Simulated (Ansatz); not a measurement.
# NiCl4: the cost of one run

Computed with Ansatz 0.2.0 (reference: DFT PBE, plane waves, PAW, scalar-relativistic, no spin polarisation, unless a step's input says otherwise).

**1. The starting structure**

The structure is orthorhombic, space group Cmmm (No. 65). The conventional cell has a = 7.937 Å, b = 8.334 Å, c = 3.563 Å, α = 90.00°, β = 90.00°, γ = 90.00°. Cl (site symmetry m2m) is surrounded by 2 Ni at 2.38 Å. Around Ni (site symmetry mmm) lie 6 Cl at 2.26 to 2.38 Å. Cl (site symmetry 2mm) has 1 Ni at 2.26 Å as nearest neighbours.

As a file:

```cif
data_structure
_symmetry_space_group_name_H-M 'P 1'
_symmetry_Int_Tables_number 1
_cell_length_a 5.7543
_cell_length_b 5.7543
_cell_length_c 3.5635
_cell_angle_alpha 90.000
_cell_angle_beta 90.000
_cell_angle_gamma 92.798
_cell_volume 117.86
loop_
_atom_site_label
_atom_site_type_symbol
_atom_site_fract_x
_atom_site_fract_y
_atom_site_fract_z
_atom_site_occupancy
Cl1 Cl 0.18940 0.81060 0.50000 1
Cl2 Cl 0.81060 0.18940 0.50000 1
Ni1 Ni 0.00000 0.00000 0.00000 1
Cl3 Cl 0.28520 0.28520 0.00000 1
Cl4 Cl 0.71480 0.71480 0.00000 1
```

**2. The reference run**

Contents of input.yaml:

```yaml
crystal:
  lattice:
    - [3.968377, 4.167071, 0.0]
    - [3.968377, -4.167071, 0.0]
    - [0.0, 0.0, -3.563481]
  atoms:
    - { symbol: Cl, position: [0.1894, 0.8106, 0.5] }
    - { symbol: Cl, position: [0.8106, 0.1894, 0.5] }
    - { symbol: Ni, position: [0.0, 0.0, 0.0] }
    - { symbol: Cl, position: [0.2852, 0.2852, 0.0] }
    - { symbol: Cl, position: [0.7148, 0.7148, 0.0] }
  symmetry: { tolerance: 0.0003 }
kpoints:
  mp_grid: { grid: [3, 3, 5], shift: [0, 0, 0] }
magnetization:
  spin_polarized: false
scf:
  occupations: { method: fermi_dirac }
hamiltonian:
  pseudopotentials: { kind: paw }
  xc: pbe
basis:
  ecutwfc: 420
output:
  forces: true
  stress: true
  eigenvalues: true
  write_density: true
  write_potential: true
  elf: true
  volumetric_format: npy
```

Launch:

```
$ ansatz run input.yaml --threads 1 --pin off --max-ram 2560MiB --backend cpu --events-out ev --progress --plain --runs-dir out
```

What time and memory should one allow on 1 thread of Intel Xeon 6975P-C (Granite Rapids), shared host?

About 2.3 s, with a peak of 0.47 GiB.
